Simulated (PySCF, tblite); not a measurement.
**C6H9N3: geometry, infrared bands and NMR shifts**

What infrared bands and NMR shifts should C6H9N3 (`Cn1nncc1C1CC1`) show?

The runs use tblite 0.8.0 and PySCF 2.14.0, with density-fitted response routines of our own; the level of theory stands in each step. All values are computed, except where a source is named. Atoms are numbered from 0 throughout.

### 1 Starting geometry

18 atoms, charge 0, multiplicity 1; geometry from: force field or distance geometry start.

Bonds of the start (Å): C0–N1 1.47, N1–N2 1.33, N2–N3 1.34, N3–C4 1.36, C4–C5 1.40, C5–C6 1.49, C6–C7 1.51, C7–C8 1.52, C5–N1 1.36, C8–C6 1.50, C0–H9 1.12, C0–H10 1.11, C0–H11 1.12, C4–H12 1.10, C6–H13 1.10, C7–H14 1.10, C7–H15 1.12, C8–H16 1.10, C8–H17 1.12.

### 2 Geometry optimisation with GFN2-xTB

What the job is given:

```
{"job": {"kind": "relax", "xc": "GFN2-xTB", "basis": "xTB"}, "charge": 0, "multiplicity": 1}
C      2.167000    -1.236100    -0.456200
N      1.651800     0.101900    -0.134000
N      2.379800     1.193800     0.066600
N      1.601300     2.243500     0.341900
C      0.325100     1.776500     0.354600
C      0.341900     0.411700     0.042400
C     -0.831500    -0.493100    -0.068700
C     -1.981200    -0.329100     0.895800
C     -2.088600     0.174500    -0.531700
H      2.025000    -1.909100     0.423200
H      3.230500    -1.094000    -0.735400
H      1.650900    -1.660300    -1.352600
H     -0.583000     2.361400     0.554300
H     -0.602900    -1.544300    -0.315300
H     -1.961000     0.402500     1.716900
H     -2.542800    -1.274200     1.093500
H     -2.655100    -0.406900    -1.278000
H     -2.136100     1.287500    -0.628900
```

Launch:

```console
OMP_NUM_THREADS=1 python probes_run.py task.json out
```

This one command runs all jobs of the session in turn.

**Question.** This job is followed by: GFN2-xTB harmonic vibrations, gas phase; GIAO PBE0/pcSseg-1 NMR shielding, non-relativistic, gas phase. Predict these results of the whole session: strongest single infrared mode (GFN2-xTB); zero-point energy (GFN2-xTB); 13C shifts against TMS (PBE0/pcSseg-1, means over atoms taken as alike); 1H shifts against TMS (PBE0/pcSseg-1, means over atoms taken as alike); 15N shifts against NH3 (PBE0/pcSseg-1).

**Answer**, as computed:

| quantity | value |
| --- | --- |
| strongest single infrared mode (GFN2-xTB) | 1373 cm⁻¹, 51 km/mol |
| zero-point energy (GFN2-xTB) | 91.8 kcal/mol |
| 13C shifts against TMS (PBE0/pcSseg-1, means over atoms taken as alike) | 147.9, 130.1, 34.8, 14.9, 8.3 ppm |
| 1H shifts against TMS (PBE0/pcSseg-1, means over atoms taken as alike) | 7.10, 4.17, 1.70, 1.22, 0.74 ppm |
| 15N shifts against NH3 (PBE0/pcSseg-1) | 400.3, 384.3, 256.4 ppm |

**Reading.** Relaxing lowered the energy by 0.497 eV in 66 steps; the close pair that moved most is N2–N3, from 1.336 to 1.278 Å. No mode is imaginary among the 48: a minimum at this level. The strongest single mode, at 1373 cm⁻¹, is spread over several atoms, C4, N3, C6, N2 among them. GFN2-xTB is a fitted tight-binding method: band positions and strengths are rough. Its intensities can rank the bands wrongly. At PBE0/pcSseg-1: The largest span, 561 ppm, is at N3, where the paramagnetic term is -445 ppm. NICS(1)zz of -31 ppm above the planar ring from N1 marks a diatropic (aromatic) ring current.
